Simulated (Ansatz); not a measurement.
# CH4ClGaOS: small, medium and large basis sets

One table from this session's results is given with a row withheld; the runs are named, their logs left out.

Method: one geometry, several basis sets; program: Ansatz 0.2.0, Gaussian basis.

The runs, in order: PBE0-D4/def2-SVP; ωB97M-V/def2-SVP; PBE0-D4/def2-QZVPP; ωB97M-V/def2-QZVPP; the functionals' def2-TZVPP values are taken from earlier runs.

### Structure used throughout

The geometry comes from an earlier relaxation with PBE0-D4 in a triple-zeta def2 set; it is a stationary point, not always the lowest conformer.

9 atoms, charge 0, spin multiplicity 1.

Atoms are counted from 1 here; the program's logs count them from 0.

Bond lengths: C1–O2 1.410 Å, C1–H6 1.094 Å, C1–H7 1.094 Å, C1–H8 1.096 Å, O2–Ga3 1.766 Å, Ga3–S4 2.174 Å, Ga3–Cl5 2.134 Å, S4–H9 1.345 Å. Angles: O2–C1–H6 109.3°, O2–C1–H7 109.5°, O2–C1–H8 113.1°, H6–C1–H7 108.4°, H6–C1–H8 108.2°, H7–C1–H8 108.2°, C1–O2–Ga3 124.1°, O2–Ga3–S4 119.7°, O2–Ga3–Cl5 118.9°, S4–Ga3–Cl5 121.5°, Ga3–S4–H9 91.6°.

Set-up of the first run:

in.yaml reads:

```yaml
crystal:
  periodic: [false, false, false]
  atoms:
    - {symbol: C, position_ang: [1.110155, 0.972298, 0.637867]}
    - {symbol: O, position_ang: [0.341270, -0.205842, 0.540204]}
    - {symbol: Ga, position_ang: [-0.884332, -0.489019, -0.699993]}
    - {symbol: S, position_ang: [-1.983162, -2.364703, -0.718729]}
    - {symbol: Cl, position_ang: [-1.251916, 1.031385, -2.151166]}
    - {symbol: H, position_ang: [0.961303, 1.421556, 1.624554]}
    - {symbol: H, position_ang: [2.170909, 0.726362, 0.527686]}
    - {symbol: H, position_ang: [0.851099, 1.718739, -0.121157]}
    - {symbol: H, position_ang: [-1.315326, -2.810786, 0.360734]}
basis:
  gaussian: {orbitals: def2-SVP}
hamiltonian: {xc: pbe0, dispersion: d4}
output: {orbitals: {seedname: orbitals}}
```

Launch:

```
> ansatz run in.yaml --threads 4 --pin off --events-out ev --progress --plain --max-ram 10444MiB
```

Steps of the session up to this table: PBE0-D4 in def2-SVP; ωB97M-V in def2-SVP; PBE0-D4 in def2-QZVPP; ωB97M-V in def2-QZVPP.

One of the session's tables, all rows but one given; the rest of the session is left out.

It belongs to the step «Functionals by basis». 

| functional | basis | HOMO (eV) |
| --- | --- | --- |
| PBE0-D4 | def2-SVP | -7.81 |
| PBE0-D4 | def2-TZVPP | -7.95 |
| PBE0-D4 | def2-QZVPP | -7.98 |
| ωB97M-V | def2-SVP | ? |
| ωB97M-V | def2-TZVPP | -10.18 |
| ωB97M-V | def2-QZVPP | -10.21 |

**Question.** Estimate the row for ωB97M-V, def2-SVP.

**Answer.** HOMO (eV): -10.00. In the column «HOMO (eV)» it lies between ωB97M-V, def2-TZVPP (-10.18) and PBE0-D4, def2-QZVPP (-7.98).
